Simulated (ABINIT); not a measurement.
# BiTe (Fm-3m) in ABINIT: further runs

The runs below take BiTe through relaxation of cell and atoms, with PBE.

Program: ABINIT 10.8.3 (patched build). These are calculated values, not measurements. Logs are shortened: lines on timing, memory, paths and dates and some standing lists are left out, and cuts for length are marked. The log counts tension as positive stress, the text compression.

### 1 The crystal as given

The structure is cubic, space group Fm-3m (No. 225). Conventional cell: a = 6.470 Å, b = 6.470 Å, c = 6.470 Å, α = 90.00°, β = 90.00°, γ = 90.00°. Bi (site symmetry m-3m) is surrounded by 6 Te at 3.23 Å. Around Te (site symmetry m-3m) lie 6 Bi at 3.23 Å.

### 2 Relaxation of cell and atoms, PBE

run.abi reads:

```
# Pseudopotentials
pp_dirpath "./"
pseudos "Bi.GGA_PBE-JTH.xml, Te.GGA_PBE-JTH.xml"

# Structure
acell 3*1.0
rprim
     0.0000000000     6.1132640132     6.1132640132
     6.1132640132     0.0000000000     6.1132640132
     6.1132640132     6.1132640132     0.0000000000
ntypat 2
znucl 83 52
natom 2
typat 1 2
xred
     0.0000000000     0.0000000000     0.0000000000
     0.5000000000     0.5000000000     0.5000000000
chkprim 0
chksymtnons 0
tolsym 1.0e-6

# Plane-wave basis
ecut 22.0
pawecutdg 44.0
pawxcdev 0

# k points
kptopt 1
ngkpt 7 7 7
nshiftk 1
shiftk 0.0 0.0 0.0

# Exchange and correlation
ixc 11

# Bands and occupations
nband 15
occopt 3
tsmear 0.05 eV

# SCF cycle
nstep 100
tolvrs 1.0e-9

# Output
iomode 3
prtwf 0
prtden 0
prteig 0
prtebands 0
enunit 1

# Relaxation
ionmov 2
ntime 60
tolmxf 5.0e-5
optcell 2
dilatmx 1.08
ecutsm 0.5
```

Potentials or basis: JTH PAW PBE v2.0.

The run is started by

```console
$ abinit run.abi > log 2>&1
```

run.abo:

```text
.Version 10.8.3 of ABINIT
 Symmetries : space group Fm -3 m (#225); Bravais cF (face-center cubic)
================================================================================
 Values of the parameters that define the memory need of the present run
     intxc =       0    ionmov =       2      iscf =      17    lmnmax =      18
     lnmax =       6     mgfft =      40  mpssoang =       3    mqgrid =    3001
     natom =       2  nloc_mem =       2    nspden =       1   nspinor =       1
    nsppol =       1      nsym =      48    n1xccc =       1    ntypat =       2
    occopt =       3   xclevel =       2
       mpw =        2858          nfft =       64000          nkpt =          20
 PAW method is used; the additional fine FFT grid is defined by:
   mgfftf=        60    nfftf =    216000
================================================================================
================================================================================

--------------------------------------------------------------------------------
------------- Echo of variables that govern the present computation ------------
--------------------------------------------------------------------------------
 -outvars: echo values of preprocessed input variables --------
            acell      1.0000000000E+00  1.0000000000E+00  1.0000000000E+00 Bohr
              amu      2.08980370E+02  1.27600000E+02
          chkprim           0
      chksymtnons           0
          dilatmx      1.08000000E+00
             ecut      2.20000000E+01 Hartree
           ecutsm      5.00000000E-01 Hartree
           enunit           1
           ionmov           2
              ixc          11
         kptrlatt        7    0    0      0    7    0      0    0    7
          kptrlen      6.05182261E+01
            natom           2
            nband          15
            ngfft          40      40      40
          ngfftdg          60      60      60
             nkpt          20
            nstep         100
             nsym          48
            ntime          60
           ntypat           2
           occopt           3
          optcell           2
        pawecutdg      4.40000000E+01 Hartree
         pawxcdev           0
           prtden           0
        prtebands           0
           prteig           0
            prtwf           0
            rprim      0.0000000000E+00  6.1132640132E+00  6.1132640132E+00
                       6.1132640132E+00  0.0000000000E+00  6.1132640132E+00
                       6.1132640132E+00  6.1132640132E+00  0.0000000000E+00
          spgroup         225
           tolsym      1.00000000E-06
           tolvrs      1.00000000E-09
           tsmear      1.83746611E-03 Hartree
            typat      1  2
           useylm           1
           xangst      0.0000000000E+00  0.0000000000E+00  0.0000000000E+00
                       3.2349999978E+00  3.2349999978E+00  3.2349999978E+00
            xcart      0.0000000000E+00  0.0000000000E+00  0.0000000000E+00
                       6.1132640132E+00  6.1132640132E+00  6.1132640132E+00
             xred      0.0000000000E+00  0.0000000000E+00  0.0000000000E+00
                       5.0000000000E-01  5.0000000000E-01  5.0000000000E-01
            znucl       83.00000   52.00000

================================================================================

 chkinp: Checking input parameters for consistency.

================================================================================
== DATASET  1 ==================================================================

--- !DatasetInfo
iteration_state: {dtset: 1, }
dimensions: {natom: 2, nkpt: 20, mband: 15, nsppol: 1, nspinor: 1, nspden: 1, mpw: 2858, }
cutoff_energies: {ecut:  22.0, pawecutdg:  44.0, }
electrons: {nelect:   2.10000000E+01, charge:   0.00000000E+00, occopt:   3.00000000E+00, tsmear:   1.83746611E-03, }
meta: {optdriver: 0, ionmov: 2, optcell: 2, iscf: 17, paral_kgb: 0, }
...

 Exchange-correlation functional for the present dataset will be:
  GGA: Perdew-Burke-Ernzerhof functional - ixc=11
  J.P.Perdew, K.Burke, M.Ernzerhof, PRL 77, 3865 (1996)

 Real(R)+Recip(G) space primitive vectors, cartesian coordinates (Bohr,Bohr^-1):
 R(1)=  0.0000000  6.1132640  6.1132640  G(1)= -0.0817894  0.0817894  0.0817894
 R(2)=  6.1132640  0.0000000  6.1132640  G(2)=  0.0817894 -0.0817894  0.0817894
 R(3)=  6.1132640  6.1132640  0.0000000  G(3)=  0.0817894  0.0817894 -0.0817894
 Unit cell volume ucvol=  4.5692977E+02 bohr^3
 Angles (23,13,12)=  6.00000000E+01  6.00000000E+01  6.00000000E+01 degrees

 Coarse grid specifications (used for wave-functions):

 getcut: wavevector=  0.0000  0.0000  0.0000  ngfft=  40  40  40
         ecut(hartree)=     25.661   => boxcut(ratio)=   2.02895

 Fine grid specifications (used for densities):

 getcut: wavevector=  0.0000  0.0000  0.0000  ngfft=  60  60  60
         ecut(hartree)=     51.322   => boxcut(ratio)=   2.15203

--- Pseudopotential description ------------------------------------------------
- pspini: atom type   1  psp file is ./Bi.GGA_PBE-JTH.xml
 Pseudopotential format is: paw10
 basis_size (lnmax)=  6 (lmn_size= 18), orbitals=   0   0   1   1   2   2
 Spheres core radius: rc_sph= 2.41230754
 Shapefunction is BESSEL type: shapef(r,l)=aa(1,l)*jl(q(1,l)*r)+aa(2,l)*jl(q(2,l)*r)
 Radius for shape functions =  2.20555141
 Compensation charge density is not taken into account in XC energy/potential

- pspini: atom type   2  psp file is ./Te.GGA_PBE-JTH.xml
 Pseudopotential format is: paw10
 basis_size (lnmax)=  4 (lmn_size=  8), orbitals=   0   0   1   1
 Spheres core radius: rc_sph= 2.31107438
 Shapefunction is SIN type: shapef(r)=[sin(pi*r/rshp)/(pi*r/rshp)]**2
 Radius for shape functions =  2.10488624
 Compensation charge density is not taken into account in XC energy/potential

   2.90070400E+03                                ecore*ucvol(ha*bohr**3)
--------------------------------------------------------------------------------

================================================================================

=== [ionmov= 2] Broyden-Fletcher-Goldfarb-Shanno method (forces)
================================================================================

--- Iteration: ( 1/60) Internal Cycle: (1/1)
--------------------------------------------------------------------------------

---SELF-CONSISTENT-FIELD CONVERGENCE--------------------------------------------
[... 389 lines left out ...]
 Difference of energy with previous step (new-old):
           Absolute (Ha)=-6.97961E-08
           Relative     =-8.67241E-10

 At Broyd/MD step   4, gradients are converged :
  max grad (force/stress) = 2.4387E-06 < tolmxf= 5.0000E-05 ha/bohr (free atoms)

================================================================================

 ----iterations are completed or convergence reached----

 Mean square residual over all n,k,spin=   30.056E-10; max=  90.158E-08
 reduced coordinates (array xred) for    2 atoms
       0.000000000000      0.000000000000      0.000000000000
       0.500000000000      0.500000000000      0.500000000000
 rms dE/dt=  0.0000E+00; max dE/dt=  0.0000E+00; dE/dt below (all hartree)
    1       0.000000000000      0.000000000000      0.000000000000
    2       0.000000000000      0.000000000000      0.000000000000

 cartesian coordinates (angstrom) at end:
    1      0.00000000000000     0.00000000000000     0.00000000000000
    2      3.25379348060875     3.25379348060875     3.25379348060875

 cartesian forces (hartree/bohr) at end:
    1     -0.00000000000000    -0.00000000000000    -0.00000000000000
    2     -0.00000000000000    -0.00000000000000    -0.00000000000000
 frms,max,avg= 0.0000000E+00 0.0000000E+00   0.000E+00  0.000E+00  0.000E+00 h/b

 cartesian forces (eV/Angstrom) at end:
    1     -0.00000000000000    -0.00000000000000    -0.00000000000000
    2     -0.00000000000000    -0.00000000000000    -0.00000000000000
 frms,max,avg= 0.0000000E+00 0.0000000E+00   0.000E+00  0.000E+00  0.000E+00 e/A
 length scales=  8.695686015480  8.695686015480  8.695686015480 bohr
              =  4.601558869438  4.601558869438  4.601558869438 angstroms
 Fermi (or HOMO) energy (eV) =   0.05986   Average Vxc (eV)=  -9.04535
 Eigenvalues (   eV  ) for nkpt=  20  k points:
 kpt#   1, nband= 15, wtk=  0.00292, kpt=  0.0000  0.0000  0.0000 (reduced coord)
 -23.11083  -23.11083  -23.11083  -23.10952  -23.10952  -13.37704   -8.17188   -2.46189
  -2.46189   -2.46189    2.19584    2.19584    2.19584    4.78382    4.78382
 prteigrs : prtvol=0 or 1, do not print more k-points.

--- !EnergyTerms
iteration_state     : {dtset: 1, itime: 4, icycle: 1, }
comment             : Components of total free energy in Hartree
kinetic             :  7.07997194434608E+00
hartree             :  2.29034925383839E+01
xc                  : -6.58182834737168E+00
Ewald energy        : -5.66291707208264E+01
psp_core            :  6.23888329525829E+00
local_psp           : -7.21027104615837E+01
PAW spherical_terms :  1.86114142291120E+01
internal            : -8.04799475226816E+01
'-kT*entropy'       : -7.47899395830314E-04
total_energy        : -8.04806954220774E+01
total_energy_eV     : -2.18999128847530E+03
...

--- !EnergyTermsDC
iteration_state     : {dtset: 1, itime: 4, icycle: 1, }
comment             : '"Double-counting" decomposition of free energy'
band_energy         : -1.08195674438512E+01
Ewald energy        : -5.66291707208264E+01
psp_core            :  6.23888329525829E+00
xc_dc               : -2.36484586369891E+01
PAW spherical_terms :  4.37835589113841E+00
internal            : -8.04799576152701E+01
'-kT*entropy'       : -7.47899395830314E-04
total_energy_dc     : -8.04807055146659E+01
total_energy_dc_eV  : -2.18999156310863E+03
...

--- !EnergyTermsWithPAWCore
iteration_state     : {dtset: 1, itime: 4, icycle: 1, }
comment             : 'Components of total free energy, including PAW core contributions'
Total energy        : -2.83255142990580E+04
Total energy DC     : -2.83255143091506E+04
Total energy (eV)   : -7.70776510207726E+05
Total energy DC (eV): -7.70776510482359E+05
...

 Cartesian components of stress tensor (hartree/bohr^3)
  sigma(1 1)= -2.43873846E-08  sigma(3 2)=  0.00000000E+00
  sigma(2 2)= -2.43873846E-08  sigma(3 1)=  0.00000000E+00
  sigma(3 3)= -2.43873846E-08  sigma(2 1)=  0.00000000E+00

-Cartesian components of stress tensor (GPa)         [Pressure=  7.1750E-04 GPa]
- sigma(1 1)= -7.17501627E-04  sigma(3 2)=  0.00000000E+00
- sigma(2 2)= -7.17501627E-04  sigma(3 1)=  0.00000000E+00
- sigma(3 3)= -7.17501627E-04  sigma(2 1)=  0.00000000E+00

== END DATASET(S) ==============================================================
================================================================================

 -outvars: echo values of variables after computation  --------
            acell      8.6956860155E+00  8.6956860155E+00  8.6956860155E+00 Bohr
           etotal     -8.0480705515E+01
            fcart     -0.0000000000E+00 -0.0000000000E+00 -0.0000000000E+00
                      -0.0000000000E+00 -0.0000000000E+00 -0.0000000000E+00
            rprim      0.0000000000E+00  7.0710678119E-01  7.0710678119E-01
                       7.0710678119E-01  0.0000000000E+00  7.0710678119E-01
                       7.0710678119E-01  7.0710678119E-01  0.0000000000E+00
           strten     -2.4387384617E-08 -2.4387384620E-08 -2.4387384620E-08
                       0.0000000000E+00  0.0000000000E+00  0.0000000000E+00
           xangst      0.0000000000E+00  0.0000000000E+00  0.0000000000E+00
                       3.2537934806E+00  3.2537934806E+00  3.2537934806E+00
             xred      0.0000000000E+00  0.0000000000E+00  0.0000000000E+00
                       5.0000000000E-01  5.0000000000E-01  5.0000000000E-01
 Calculation completed.
```

Wall time 2.9 min (1 thread of Arm Neoverse N1, shared host); peak memory 0.18 GiB.

Results:

- Free energy: -2189.9916 eV
- Relaxed volume: 34.45 Å³/atom
- Relaxed cell: a = 4.602 Å, b = 4.602 Å, c = 4.602 Å, α = 60.00°, β = 60.00°, γ = 60.00°
- Space group after relaxing (to 0.05 Å): Fm-3m (No. 225)
- Energy gained by relaxing: 1.5 meV/atom
- Ionic steps: 4
- Pressure after relaxing: 0.0 GPa
- Band gap on the k mesh: none (metal or under the smearing width)
- Valence electrons inside the program's atomic spheres: Bi 12.11; Te 3.08

Step by step:
```tsv
step	energy change (eV)	largest force (eV/Å)	pressure (GPa)	volume (Å³)
1	0.0000	0.0000	0.84	67.71
2	-0.0008	0.0000	0.71	67.88
3	-0.0031	0.0000	0.02	68.87
4	-0.0031	0.0000	0.00	68.90
```

Final structure:
```xyz
2
Lattice="0.0000 3.2538 3.2538 3.2538 0.0000 3.2538 3.2538 3.2538 0.0000" Properties=species:S:1:pos:R:3 pbc="T T T"
Bi    0.0000    0.0000    0.0000
Te    3.2538    3.2538    3.2538
```

Caveat: spin-orbit coupling is left out, which moves the levels of the heavy elements. PBE usually gives volumes a little too large and moduli too small.

### 3 Relaxation of cell and atoms, PBE, target pressure 5 GPa, at which the enthalpy is minimised

run.abi, as its differences from that of step 2:

```diff
@@ -59 +59,2 @@
 ecutsm 0.5
+strtarget 3*-1.699465e-04 3*0.0
```

Potentials or basis: JTH PAW PBE v2.0.

The run is started by

```console
$ abinit run.abi > log 2>&1
```

run.abo:

```text
.Version 10.8.3 of ABINIT
 Symmetries : space group Fm -3 m (#225); Bravais cF (face-center cubic)
================================================================================
 Values of the parameters that define the memory need of the present run
     intxc =       0    ionmov =       2      iscf =      17    lmnmax =      18
     lnmax =       6     mgfft =      40  mpssoang =       3    mqgrid =    3001
     natom =       2  nloc_mem =       2    nspden =       1   nspinor =       1
    nsppol =       1      nsym =      48    n1xccc =       1    ntypat =       2
    occopt =       3   xclevel =       2
       mpw =        2858          nfft =       64000          nkpt =          20
 PAW method is used; the additional fine FFT grid is defined by:
   mgfftf=        60    nfftf =    216000
================================================================================
================================================================================

--------------------------------------------------------------------------------
[... 692 lines left out ...]
- sigma(1 1)= -5.00052790E+00  sigma(3 2)=  0.00000000E+00
- sigma(2 2)= -5.00052790E+00  sigma(3 1)=  0.00000000E+00
- sigma(3 3)= -5.00052790E+00  sigma(2 1)=  0.00000000E+00

== END DATASET(S) ==============================================================
================================================================================

 -outvars: echo values of variables after computation  --------
            acell      8.4444572776E+00  8.4444572776E+00  8.4444572776E+00 Bohr
           etotal     -8.0477637316E+01
            fcart     -0.0000000000E+00 -0.0000000000E+00 -0.0000000000E+00
                      -0.0000000000E+00 -0.0000000000E+00 -0.0000000000E+00
            rprim      0.0000000000E+00  7.0710678119E-01  7.0710678119E-01
                       7.0710678119E-01  0.0000000000E+00  7.0710678119E-01
                       7.0710678119E-01  7.0710678119E-01  0.0000000000E+00
           strten     -1.6996448869E-04 -1.6996448869E-04 -1.6996448869E-04
                       0.0000000000E+00  0.0000000000E+00  0.0000000000E+00
           xangst      0.0000000000E+00  0.0000000000E+00  0.0000000000E+00
                       3.1597875071E+00  3.1597875071E+00  3.1597875071E+00
             xred      0.0000000000E+00  0.0000000000E+00  0.0000000000E+00
                       5.0000000000E-01  5.0000000000E-01  5.0000000000E-01
 Calculation completed.
```

It took 3.7 min on 1 thread of Arm Neoverse N1, shared host; peak memory 0.18 GiB.

Results:

```
Free energy                                            : -2189.9081 eV
Relaxed volume                                         : 31.55 Å³/atom
Relaxed cell                                           : a = 4.469 Å, b = 4.469 Å, c = 4.469 Å, α = 60.00°, β = 60.00°, γ = 60.00°
Space group after relaxing (to 0.05 Å)                 : Fm-3m (No. 225)
Energy change on relaxing (the enthalpy is what falls) : +40.2 meV/atom
Ionic steps                                            : 5
Pressure after relaxing                                : 5.0 GPa
Band gap on the k mesh                                 : none (metal or under the smearing width)
Valence electrons inside the program's atomic spheres  : Bi 12.14; Te 3.10
```

Step by step:
| step | energy change (eV) | largest force (eV/Å) | pressure (GPa) | volume (Å³) |
| --- | --- | --- | --- | --- |
| 1 | 0.0000 | 0.0000 | 0.84 | 67.71 |
| 2 | 0.0063 | 0.0000 | 1.50 | 66.85 |
| 3 | 0.0914 | 0.0000 | 5.37 | 62.76 |
| 4 | 0.0796 | 0.0000 | 4.97 | 63.12 |
| 5 | 0.0804 | 0.0000 | 5.00 | 63.10 |

Final structure:
```
CELL_PARAMETERS angstrom
0.00000 3.15979 3.15979
3.15979 0.00000 3.15979
3.15979 3.15979 0.00000
ATOMIC_POSITIONS crystal
Bi 0.00000 0.00000 0.00000
Te 0.50000 0.50000 0.50000
```

Levels at points of the mesh, in eV from the Fermi level:
```
           k point  band 6  band 7  band 8  band 9  band 10  band 11  band 12  band 13  band 14  band 15
(0.00, 0.00, 0.00)  -14.10   -7.92   -2.79   -2.79    -2.79     2.31     2.31     2.31     4.56     4.56
```

Caveat: spin-orbit coupling is left out, which moves the levels of the heavy elements.

### 4 Relaxation of cell and atoms, PBE, target pressure 10 GPa, at which the enthalpy is minimised

run.abi, as its differences from that of step 3:

```diff
@@ -59,2 +59,2 @@
 ecutsm 0.5
-strtarget 3*-1.699465e-04 3*0.0
+strtarget 3*-3.398931e-04 3*0.0
```

The run is started by

```console
$ abinit run.abi > log 2>&1
```

It took 3.9 min on 1 thread of Arm Neoverse N1, shared host; peak memory 0.18 GiB.

The run converged. Its results:

- Free energy: -2189.7280 eV
- Relaxed volume: 29.59 Å³/atom
- Relaxed cell: a = 4.374 Å, b = 4.374 Å, c = 4.374 Å, α = 60.00°, β = 60.00°, γ = 60.00°
- Space group after relaxing (to 0.05 Å): Fm-3m (No. 225)
- Energy change on relaxing (the enthalpy is what falls): +130.2 meV/atom
- Ionic steps: 5
- Pressure after relaxing: 10.0 GPa
- Band gap on the k mesh: none (metal or under the smearing width)
- Valence electrons inside the program's atomic spheres: Bi 12.17; Te 3.13

The path:
```tsv
step	energy change (eV)	largest force (eV/Å)	pressure (GPa)	volume (Å³)
1	0.0000	0.0000	0.84	67.71
2	0.0185	0.0000	2.35	65.83
3	0.3328	0.0000	11.66	58.11
4	0.2526	0.0000	9.81	59.31
5	0.2605	0.0000	10.00	59.18
```

Final structure:
```
Bi Te
1.0
     0.00000    3.09300    3.09300
     3.09300    0.00000    3.09300
     3.09300    3.09300    0.00000
Bi Te
1 1
Direct
  0.00000 0.00000 0.00000
  0.50000 0.50000 0.50000
```

Levels at points of the mesh, in eV from the Fermi level:
```csv
k point,band 7,band 8,band 9,band 10,band 11,band 12,band 13,band 14
"(0.00, 0.00, 0.00)",-7.68,-3.01,-3.01,-3.01,2.43,2.43,2.43,4.42
```

Caveat: spin-orbit coupling is left out, which moves the levels of the heavy elements.

### 5 Overview

| cell | gap on the mesh (eV) | pressure (GPa) |
| --- | --- | --- |
| relaxed | none | 0.0 |
| relaxed to 5 GPa | none | 5.0 |
| relaxed to 10 GPa | none | 10.0 |

Alike in all rows: task relaxation of cell and atoms; level PBE; potentials or basis JTH PAW PBE v2.0; no spin polarisation; k mesh 7 × 7 × 7; cutoff (eV) 599; smearing fermi-dirac 0.05 eV.

Caveats: spin-orbit coupling is left out, which moves the levels of the heavy elements.

Absolute energies hang on the potentials; compare differences alone.
